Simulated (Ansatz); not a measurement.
MnHg in Ansatz: the effect of starting spin order

Crystal: MnHg.

```
CELL_PARAMETERS angstrom
3.28800 0.00000 0.00000
0.00000 3.28800 0.00000
0.00000 0.00000 3.31300
ATOMIC_POSITIONS crystal
Hg 0.00000 0.00000 0.00000
Mn 0.50000 0.50000 0.50000
```

Alike in all runs:

- Program: Ansatz 0.2.0
- Task: single point
- Functional: PBE
- Potentials or basis: Ansatz PAW
- Cutoff: 420 eV (not typed: the program's choice for these potentials)
- k mesh: 8 × 8 × 8
- Occupations: fermi-dirac, width 0.05 eV

```tsv
starting spin order	spin	starting moments	energy over the lowest run (meV/atom)	pressure (GPa)	final net moment (μB)	final largest site moment (μB)
spin off	no spin polarisation	-	?	?	?	?
fm	collinear spin, ferromagnetic start	[0.0, 4.0] μB	0.0	2.0	3.88	3.85
random	collinear spin, random start	[0.0, 0.28] μB	0.0	2.0	3.88	3.85
```

**Question.** What does the run with starting spin order spin off give?

**Answer.** Energy over the lowest run 693.2 meV/atom; pressure -14.0 GPa; final net moment 0.00 μB; final largest site moment 0.00 μB.
